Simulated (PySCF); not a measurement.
Crystal: CNAsH4, in a box.

```xyz
7
Lattice="13.0000 0.0000 0.0000 0.0000 12.0000 0.0000 0.0000 0.0000 12.0000" Properties=species:S:1:pos:R:3 pbc="T T T"
C     5.7289    6.0708    5.5673
N     5.8210    6.2894    6.9764
As    7.0439    4.9036    6.4435
H     4.8174    5.5804    5.2407
H     6.1219    6.8127    4.8777
H     6.3333    7.1384    7.1903
H     8.2086    5.8247    6.0533
```

Base run:

```yaml
Program: PySCF 2.14.0
Functional: LDA
Potentials_or_basis: pob-tzvp-rev2 (all-electron)
k_mesh: 1 × 1 × 1
Occupations: fixed
Spin: no spin polarisation
```

Its results: gap between the frontier levels 4.56 eV.

Task: The run is repeated on the same cell with these changes: functional from LDA to PBE. What comes out?

Result: Gap between the frontier levels 4.63 eV.

Caveats: this is a molecule in a periodic box at the Γ point, so its band gap is the HOMO-LUMO gap; relativity is left out, which matters for the heavier elements; the basis of atomic orbitals isn't converged, which shifts pressures, moduli and gaps; this basis is made for solids and lacks diffuse functions, so gaps of a molecule come out too wide by an eV or more.

A k mesh can miss the band edges.

Not every run made on this cell is shown here.
